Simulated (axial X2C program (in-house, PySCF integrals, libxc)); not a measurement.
# SeB⁻: properties at the nuclei

Aim: properties at the nuclei of SeB⁻, with spin–orbit coupling in the Hamiltonian from the start.

Program: an in-house X2C program for linear molecules on PySCF integrals. Level of theory: two-component X2C with atomic mean-field terms, Se dyall-acv3z, B dyall-av3z. These are calculated values, not measurements.

### 1 The job

The input, task.json:

```json
{"zs": [34, 5], "q": -1, "bas": ["dyall-acv3z", "dyall-av3z"], "r0": 1.85, "levels": ["PBE0", "HF", "B3LYP", "BHandHLYP", "TPSSh"], "nst": 3}
```

Keys: zs atomic numbers; q charge; bas basis sets; r0 starting distance in Å; levels methods (HF also brings MP2); nst determinants followed.

On the command line:

```
$ python soeom.py task.json out
```

After this run come: Expectation values, lowest determinant; Expectation values, a higher determinant.

Q: Predict the outcome of this session. Wanted: lowest determinant; qzz Se; qzz B; higher determinant; Eeff magnitude; Ws magnitude Se; A∥/gI Se (for each run or level that gives them).

The runs gave:

| quantity | value |
| --- | --- |
| lowest determinant | Ω = 0 (closed shell) |
| qzz Se (a.u.), PBE0 | -0.51 |
| qzz B (a.u.), PBE0 | -0.45 |
| higher determinant | Ω = 2 (excess of +ω over −ω: ω = 1/2, ω = 3/2) |
| Eeff magnitude (GV/cm), PBE0, higher determinant | 0.688 |
| Ws magnitude Se (kHz), PBE0, higher determinant | 0.154 |
| A∥/gI Se (MHz), PBE0, higher determinant | 131 |
| qzz Se (a.u.), PBE0, higher determinant | 2.08 |

In words: The expectation values come from single determinants, which for open shells can mix terms of unlike spin or miss the lowest Ω, so a determinant need not be a state. Eeff is the effective electric field on the electron dipole moment in this Ω state and Ws the scalar–pseudoscalar constant (defined with the proton number Z and per Ω); A∥ is the parallel hyperfine constant, which follows by multiplying with the nuclear g factor gI = μI/(I μN); qzz is the electric field gradient, eQq0 = 234.96 MHz × Q/barn × qzz. The operators were transformed with the bare-nucleus X2C matrices.
